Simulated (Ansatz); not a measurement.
# C2H7NOSi: the cost of one run

All numbers below are computed with Ansatz 0.2.0 (RKS PBE0/def2-SVP).

### 1 The structure to begin with

Bond lengths: C1–N2 1.428 Å, N2–C3 1.464 Å, C3–Si4 1.824 Å, C1–O5 1.427 Å, Si4–O5 1.729 Å, C1–H6 1.155 Å, C1–H7 1.130 Å, N2–H8 0.982 Å, C3–H9 1.119 Å, C3–H10 1.132 Å, Si4–H11 1.524 Å, Si4–H12 1.436 Å. Angles (14 of 22 angles, heavy atoms first): C1–N2–C3 104.7°, N2–C1–O5 115.9°, N2–C3–Si4 106.5°, C3–Si4–O5 94.6°, C1–O5–Si4 104.3°, C1–N2–H8 108.1°, C3–N2–H8 107.6°, N2–C1–H6 109.6°, N2–C1–H7 111.3°, O5–C1–H6 107.3°, O5–C1–H7 109.2°, N2–C3–H9 108.7°, N2–C3–H10 110.3°, Si4–C3–H9 112.0°.

Structure file:

```xyz
12

C    -0.9115    0.9754   -0.0987
N    -0.1617    0.6604    1.0755
C     0.9460   -0.1682    0.5974
Si    0.3394   -1.0398   -0.8857
O    -1.1027   -0.0961   -1.0219
H    -1.9582    1.3622    0.2010
H    -0.4698    1.8615   -0.6430
H    -0.7228    0.1004    1.6554
H     1.8163    0.4960    0.3671
H     1.3122   -0.8484    1.4243
H    -0.1407   -2.4490   -0.5600
H     1.1306   -0.9096   -2.0774
```

### 2 End point A

The input, input.yaml:

```yaml
crystal:
  periodic: [false, false, false]
  atoms:
    - { symbol: C, position_ang: [-0.9115, 0.9754, -0.0987] }
    - { symbol: "N", position_ang: [-0.1617, 0.6604, 1.0755] }
    - { symbol: C, position_ang: [0.946, -0.1682, 0.5974] }
    - { symbol: Si, position_ang: [0.3394, -1.0398, -0.8857] }
    - { symbol: O, position_ang: [-1.1027, -0.0961, -1.0219] }
    - { symbol: H, position_ang: [-1.9582, 1.3622, 0.201] }
    - { symbol: H, position_ang: [-0.4698, 1.8615, -0.643] }
    - { symbol: H, position_ang: [-0.7228, 0.1004, 1.6554] }
    - { symbol: H, position_ang: [1.8163, 0.496, 0.3671] }
    - { symbol: H, position_ang: [1.3122, -0.8484, 1.4243] }
    - { symbol: H, position_ang: [-0.1407, -2.449, -0.56] }
    - { symbol: H, position_ang: [1.1306, -0.9096, -2.0774] }
basis:
  gaussian: { orbitals: def2-SVP }
hamiltonian:
  xc: pbe0
relax:
  f_tol: 0.02
  max_steps: 50
```

Command:

```
ansatz run input.yaml --threads 2 --pin off --max-ram 3072MiB --backend cpu --events-out ev --progress --plain --runs-dir out
```

Q: Estimate wall time and peak memory on 2 threads of AMD EPYC 9B45 (Zen 5), shared host.

About 11 s, with a peak of 0.26 GiB.
